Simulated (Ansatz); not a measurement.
Crystal: GaGe3.

```
CELL_PARAMETERS angstrom
4.27847 0.00000 0.00000
0.00000 4.27847 0.00000
0.00000 0.00000 4.27847
ATOMIC_POSITIONS crystal
Ge 0.50000 0.50000 0.00000
Ge 0.50000 0.00000 0.50000
Ge 0.00000 0.50000 0.50000
Ga 0.00000 0.00000 0.00000
```

The cell comes from a database or a generator and needn't be the stable form of this composition.

- Program: Ansatz 0.2.0
- Task: relaxation of cell and atoms
- Functional: PBEsol
- Potentials or basis: all-electron LAPW, scalar-relativistic
- Basis error allowed: 0.002 eV/atom
- k mesh: 6 × 6 × 6
- Occupations: fermi-dirac, width 0.05 eV
- Spin: no spin polarisation

At the start: volume 19.58 Å³/atom.

Where does the relaxation end?

Over 5 steps the energy falls by 12.4 meV/atom and the volume is 18.47 Å³/atom (-5.7 %); space group Pm-3m (No. 221, to 0.05 Å).

The path:
| step | energy change (eV) | largest force (eV/Å) | volume (Å³) |
| --- | --- | --- | --- |
| 1 | 0.0000 | 0.0000 | 78.32 |
| 2 | -0.0427 | 0.0000 | 72.36 |
| 3 | -0.0494 | 0.0000 | 74.04 |
| 4 | -0.0494 | 0.0000 | 73.89 |
| 5 | -0.0494 | 0.0000 | 73.89 |

Final structure:
```yaml
crystal:
  lattice:
    - [4.19627, 0.00000, 0.00000]
    - [0.00000, 4.19627, 0.00000]
    - [0.00000, 0.00000, 4.19627]
  atoms:
    - { symbol: Ge, position: [0.50000, 0.50000, 0.00000] }
    - { symbol: Ge, position: [0.50000, 0.00000, 0.50000] }
    - { symbol: Ge, position: [0.00000, 0.50000, 0.50000] }
    - { symbol: Ga, position: [0.00000, 0.00000, 0.00000] }
```
